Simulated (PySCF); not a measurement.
**Cu⁺: dipole response in aug-cc-pwCVTZ-DK plus 1 even-tempered diffuse shell per l**

Aim: the static polarisability and the C₆ coefficient of Cu⁺, method by method.

The numbers are computed with PySCF 2.14.0 (unrestricted determinants in a Gaussian basis, no spin-orbit coupling in the energies), except any that are marked as measured or tabulated.

### 1 The atom as given

* Element: copper (Z = 29)
* Basis: aug-cc-pwCVTZ-DK with one added diffuse shell each of s, p, d, f, g type (11s10p8d5f4g, 152 functions)
* Hamiltonian: the spin-free X2C one-electron Hamiltonian (Gaussian nucleus)
* State 1: Cu⁺: [Ar] 3d10, closed-shell 1S
* Methods: PBE0

Outer shells as boxes (Hund's rule):

Cu+ [Ar] 3d10
```
[Ar] core
3d [↑↓][↑↓][↑↓][↑↓][↑↓]
```

The runs were made by one driver on top of PySCF. The scripts below sum up each run's settings (the driver also hands on starting orbitals that pick excited configurations, and frozen orbitals as a list rather than a count), and the logs come from the driver's own runs. The driver starts from symmetry-adapted Hartree-Fock orbitals, holds the occupation by maximum overlap and uses a logarithmic radial grid for functionals, so a plain start would take other cycles.

The integrals over 152 functions and the set-up took 16 s of CPU time.

### 2 Cu⁺, at PBE0

PBE0:

File input.py:

```python
from pyscf import gto, scf, dft, mp, cc
import basis_set_exchange as bse
mol = gto.M(atom="Cu 0 0 0", charge=1, spin=0, symmetry="D2h",
            basis=gto.basis.parse(bse.get_basis("aug-cc-pwCVTZ-DK", elements=["Cu"], fmt="nwchem", augment_diffuse=1)),
            nucmod="G")
mf = dft.UKS(mol, xc="PBE0").sfx2c1e()
mf.irrep_nelec = {'Ag': (5, 5), 'B1g': (1, 1), 'B2g': (1, 1), 'B3g': (1, 1), 'B1u': (2, 2), 'B2u': (2, 2), 'B3u': (2, 2)}
mf.kernel()
```

The program printed:

```text
damping factor = 0
level_shift factor = 0
DIIS = <class 'pyscf.scf.diis.CDIIS'>
diis_start_cycle = 1
diis_space = 10
diis_damp = 0
SCF conv_tol = 1e-09
SCF conv_tol_grad = None
number electrons alpha = 14  beta = 14
XC functionals = PBE0
    C. Adamo and V. Barone.,  J. Chem. Phys. 110, 6158 (1999)
    M. Ernzerhof and G. E. Scuseria.,  J. Chem. Phys. 110, 5029 (1999)
cycle= 1 E= -1654.2314245579  delta_E= -0.00691  |g|= 0.23  |ddm|= 0.244
cycle= 2 E= -1654.19889638256  delta_E= 0.0325  |g|= 0.58  |ddm|= 0.202
cycle= 3 E= -1654.23966556949  delta_E= -0.0408  |g|= 0.0542  |ddm|= 0.137
cycle= 4 E= -1654.24011412445  delta_E= -0.000449  |g|= 0.000985  |ddm|= 0.0141
cycle= 5 E= -1654.24011428317  delta_E= -1.59e-07  |g|= 5.95e-05  |ddm|= 0.00033
cycle= 6 E= -1654.24011428366  delta_E= -4.89e-10  |g|= 2.1e-06  |ddm|= 1.53e-05
converged SCF energy = -1654.24011428366  <S^2> = -6.3948846e-14  2S+1 = 1
```

CPU time 87 s on a shared host, the integrals not counted.

Orbital energies by shell (radii are means over both spins):

| shell | electrons | mean orbital energy (eV) | spread (eV) | rms radius (bohr) |
| --- | --- | --- | --- | --- |
| 1s | 2 | -8902.1 | 0 | 0.0601 |
| 2s | 2 | -1088.1 | 0 | 0.255 |
| 2p | 6 | -939.29 | 0 | 0.228 |
| 3s | 2 | -129.82 | 0 | 0.767 |
| 3p | 6 | -85.782 | 0 | 0.818 |
| 3d | 10 | -15.836 | 0 | 1.17 |

⟨S²⟩ = 0.000, ⟨L²⟩ = 0.00.

The driver then solved the coupled dipole response at imaginary frequencies: mean α = 7.225 bohr³, C₆ = 24.32 au for a like pair.

Radial density 4πr²ρ of Cu⁺ at PBE0:

| r (bohr) | density |
| --- | --- |
| 0.000925 | 0.273 |
| 0.00156 | 0.680 |
| 0.00262 | 1.66 |
| 0.00440 | 3.92 |
| 0.00740 | 8.69 |
| 0.0125 | 17.3 |
| 0.0209 | 28.8 |
| 0.0352 | 35.4 |
| 0.0593 | 30.2 |
| 0.0997 | 30.3 |
| 0.168 | 40.2 |
| 0.282 | 23.7 |
| 0.474 | 20.1 |
| 0.798 | 18.6 |
| 1.34 | 5.24 |
| 2.26 | 0.809 |
| 3.80 | 0.0569 |
| 6.39 | 0.000239 |

### 3 The response side by side

Cu⁺, in atomic units:

| method | mean α | C₆ (like pair) | S(−4) |
| --- | --- | --- | --- |
| PBE0 | 7.225 | 24.32 | 41.75 |

α(iu) at PBE0:

| u (hartree) | α(iu) (bohr³) |
| --- | --- |
| 0 | 7.225 |
| 0.0500 | 7.123 |
| 0.100 | 6.843 |
| 0.200 | 6.005 |
| 0.300 | 5.148 |
| 0.500 | 3.878 |
| 0.750 | 2.916 |
| 1.00 | 2.310 |
| 1.50 | 1.593 |
| 2.00 | 1.184 |
| 3.00 | 0.7432 |
| 5.00 | 0.3820 |

### 4 Results

| quantity | value |
| --- | --- |
| α of Cu⁺ | 7.225 (PBE0) bohr³ |

What this shows: A single London oscillator with the computed α and C₆ of Cu⁺ at PBE0 would have ω = 4 C₆ / (3 α²) = 0.621 hartree. All values hold for this basis alone; no basis-set limit was taken.
